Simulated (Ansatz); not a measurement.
# MgRh: a relaxation

Wanted: a converged relaxation for MgRh, and a check of what comes out. The structure is shown as the input types it.

Method: DFT, PBEsol, PAW with Ansatz's default frozen-core files, scalar-relativistic; relaxation of cell and atoms, in Ansatz 0.2.0.

1 further run of the same task is left out (set aside as unsound or not needed).

## Step 1: The structure to begin with

It takes space group Pm-3m (No. 221, cubic). Conventional cell: a = 3.084 Å, b = 3.084 Å, c = 3.084 Å, α = 90.00°, β = 90.00°, γ = 90.00°. Mg (site symmetry m-3m) is surrounded by 8 Rh at 2.67 Å. Around Rh (site symmetry m-3m) lie 8 Mg at 2.67 Å.

As a file:

```cif
data_structure
_symmetry_space_group_name_H-M 'Pm-3m'
_symmetry_Int_Tables_number 221
_cell_length_a 3.0839
_cell_length_b 3.0839
_cell_length_c 3.0839
_cell_angle_alpha 90.000
_cell_angle_beta 90.000
_cell_angle_gamma 90.000
_cell_volume 29.33
loop_
_atom_site_label
_atom_site_type_symbol
_atom_site_symmetry_multiplicity
_atom_site_Wyckoff_symbol
_atom_site_fract_x
_atom_site_fract_y
_atom_site_fract_z
_atom_site_occupancy
Mg1 Mg 1 a 0.00000 0.00000 0.00000 1
Rh1 Rh 1 b 0.50000 0.50000 0.50000 1
```

## Step 2: Running it

File input.yaml:

```yaml
crystal:
  lattice:
    - [3.08389210007, 0.0, 0.0]
    - [0.0, 3.08389210007, 0.0]
    - [0.0, 0.0, 3.08389210007]
  atoms:
    - { symbol: Mg, position: [0.0, 0.0, 0.0] }
    - { symbol: Rh, position: [0.5, 0.5, 0.5] }
kpoints:
  mp_grid: { grid: [16, 15, 17] }
scf:
  occupations: { method: fermi_dirac, width: 0.1 }
  max_iter: 75
hamiltonian:
  xc: pbesol
  pseudopotentials: { kind: paw }
relax:
  f_tol: 0.002
  max_steps: 80
  cell: { p_target: 10 }
output:
  forces: true
  stress: true
  write_density: true
  write_potential: true
  elf: true
  volumetric_format: npy
```

The run is started by

```sh
> ansatz run input.yaml --threads 1 --pin off --max-ram 2048MiB --backend cpu --events-out ev --progress --plain --runs-dir out
```

**Question.** How will this run end, and is anything wrong with its input?

This run ends as converged, with warnings (symmetry narrowed by mesh). Its log warns: «crystal.symmetry: narrowed to the stabiliser of the k-point mesh — unitary ops 48 → 8; excluded 40 operations that carry a point of the 16×15×17 mesh (shift [0, 0 ...»

Look at the input: kpoints.mp_grid.grid is [16, 15, 17]. The mesh has lower symmetry than the crystal, so equivalent directions are sampled differently.

Run again and compare: set kpoints.mp_grid.grid to [16, 16, 16].
